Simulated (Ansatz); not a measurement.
# TiGe4Mo: the cost of one run

Program: Ansatz 0.2.0. Level of theory: DFT PBE, scalar-relativistic, plane waves, PAW. These are calculated values, not measurements.

## (1) Starting point

It takes space group Cmmm (No. 65, orthorhombic). The conventional cell has a = 5.007 Å, b = 8.729 Å, c = 5.007 Å, α = 90.00°, β = 90.00°, γ = 90.00°. Ti (site symmetry mmm) has 10 Ge at 2.87 to 2.95 Å in its first shell of neighbours. Ge (site symmetry m2m) has 5 Ge at 2.82 to 2.94 Å and 3 Ti at 2.87 to 2.95 Å and 2 Mo at 2.87 Å in its first shell of neighbours. Around Ge (site symmetry m2m) lie 5 Ge at 2.82 to 2.94 Å and 2 Ti at 2.87 Å and 3 Mo at 2.87 to 2.95 Å. Mo (site symmetry mmm) is surrounded by 10 Ge at 2.87 to 2.95 Å.

Structure file:

```xyz
6
Lattice="2.5033 -4.3643 0.0000 2.5033 4.3643 0.0000 0.0000 0.0000 5.0065" Properties=species:S:1:pos:R:3 pbc="T T T"
Ti    0.0000    0.0000    0.0000
Ge    2.5033   -1.4112    0.0000
Ge    2.5033    2.9531    2.5033
Ge    2.5033    1.4112    0.0000
Ge    2.5033   -2.9531    2.5033
Mo    2.5033    0.0000    2.5033
```

The start is an ordering of an alloy on its end members' structure types: elements ordered on the sites of the Ge2Mo type, Ti/Mo on Mo (Cmmm, No. 65).

## (2) The guess as it stands, on a coarse mesh

The input, input.yaml:

```yaml
crystal:
  lattice:
    - [2.50325719, -4.36434465, 0.0]
    - [2.50325719, 4.36434465, 0.0]
    - [0.0, 0.0, 5.00651438]
  atoms:
    - { symbol: Ti, position: [0.0, 0.0, 0.0] }
    - { symbol: Ge, position: [0.66167426, 0.33832574, 0.0] }
    - { symbol: Ge, position: [0.16167426, 0.83832574, 0.5] }
    - { symbol: Ge, position: [0.33832574, 0.66167426, 0.0] }
    - { symbol: Ge, position: [0.83832574, 0.16167426, 0.5] }
    - { symbol: Mo, position: [0.5, 0.5, 0.5] }
basis:
  ecutwfc: 420
kpoints:
  mp_grid: { grid: [4, 4, 4] }
hamiltonian:
  xc: pbe
scf:
  occupations: { method: gaussian, width: 0.1 }
  lower_state_search: "off"
output:
  forces: true
  stress: true
  eigenvalues: true
```

The run is started by

```bash
> ansatz run input.yaml --threads 1 --pin off --max-ram 2560MiB --backend cpu --events-out ev --progress --plain --runs-dir out
```

What time and memory should one allow on 1 thread of AMD EPYC (Zen 3), shared host?

About 8.6 s, with a peak of 0.46 GiB.
